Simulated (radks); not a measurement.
# Valence configurations of I

One table from this session's results is given with a row withheld; the runs are named, their logs left out.

Program: radks (a radial shooting solver on a logarithmic mesh, Libxc functionals) version 1. Level of theory: scalar-relativistic Kohn-Sham, LDA (Slater exchange, Perdew-Wang correlation), spin-polarised, spherical densities, finite nucleus; open shells are filled with parallel spins first. These are calculated values, not measurements, unless marked.

## The system

* element: iodine (Z = 53)
* charge: 0
* electrons: 53
* configuration: [Kr] 4d10 5s2 5p5
* nuclear rms radius: 4.75 fm
* others tried: 4d9 5s2 5p6; 4d10 5s1 5p6; 4d10 5s1.5 5p5.5; 4d9.5 5s2 5p5.5; 4d9.5 5s1.5 5p6

The outer shells:

I
```
[Kr] core
4d [↑↓][↑↓][↑↓][↑↓][↑↓]
5s [↑↓]
5p [↑↓][↑↓][↑ ]
```

The first run:

Input:

```text
Z 53
configuration [Kr] 4d10 5s2 5p5
relativity scalar-relativistic
functional lda,pw
spin polarised
nucleus finite rms 4.75 fm
c 137.035999084
```

Steps of the session up to this table: [Kr] 4d10 5s2 5p5.

One table of the session follows, with a row left open; its other results are not shown here.

It belongs to the step «[Kr] 4d10 5s2 5p5». From the orbitals of this run (lengths in bohr):

```
  level     <r>  outermost maximum (interpolated)  90 % within  nodes
  4p up  0.7925                             0.715         1.16      2
4p down  0.7922                             0.715         1.16      2
  4d up  0.9231                             0.778         1.41      1
4d down       ?                                 ?            ?      ?
  5s up   1.958                              1.70         2.87      4
5s down   1.958                              1.69         2.87      4
  5p up   2.460                              2.02         3.72      3
5p down   2.482                              2.02         3.77      3
```

Estimate the missing values for 4d down.

**Answer.** <r>: 0.9217; outermost maximum (interpolated): 0.778; 90 % within: 1.41; nodes: 1. In the column «<r>» it lies between 4p up (0.7925) and 4d up (0.9231).
